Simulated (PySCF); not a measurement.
# Bi3 (Bi32+): the cost of one run

The runs use PySCF 2.14.0; TPSS, Bi def2-SVP with ECP60; scalar-relativistic core potentials, no spin–orbit coupling.

4 further runs of the same task are left out: 2 for a known fault of the program, 1 that didn't finish, 1 set aside as unsound or not needed.

## Step 1: Starting geometry

3 atoms, charge 2, spin multiplicity 2.

Bond lengths: Bi1–Bi2 2.998 Å, Bi1–Bi3 2.998 Å, Bi2–Bi3 2.998 Å. Angles: Bi2–Bi1–Bi3 60.0°, Bi1–Bi2–Bi3 60.0°, Bi1–Bi3–Bi2 60.0°.

Geometry (Å):

```xyz
3

Bi    1.7310    0.0000    0.0000
Bi   -0.8655    1.4991    0.0000
Bi   -0.8655   -1.4991    0.0000
```

## Step 2: SCF at the start, doublet

Contents of run.py (the lines that set the calculation):

```python
mol = gto.M(atom='''
Bi     1.73100     0.00000     0.00000
Bi    -0.86550     1.49910     0.00000
Bi    -0.86550    -1.49910     0.00000''',
    basis={'Bi': 'def2-SVP'},
    ecp={'Bi': 'def2-SVP'},
    charge=2, spin=1)
mf = dft.UKS(mol, xc='TPSS')
mf.grids.atom_grid = (50, 194)
mf = mf.density_fit()  # fitting sets: Bi def2-universal-JKFIT
mf.conv_tol = 1e-08; mf.max_cycle = 55
mf.kernel(dm0)  # dm0: free metal ions and neutral atoms
```

Started as:

```sh
> OMP_NUM_THREADS=2 python run.py
```

Q: Estimate wall time and peak memory on 2 threads of Arm Neoverse V1, shared host.

About 34 s, with a peak of 0.42 GiB.
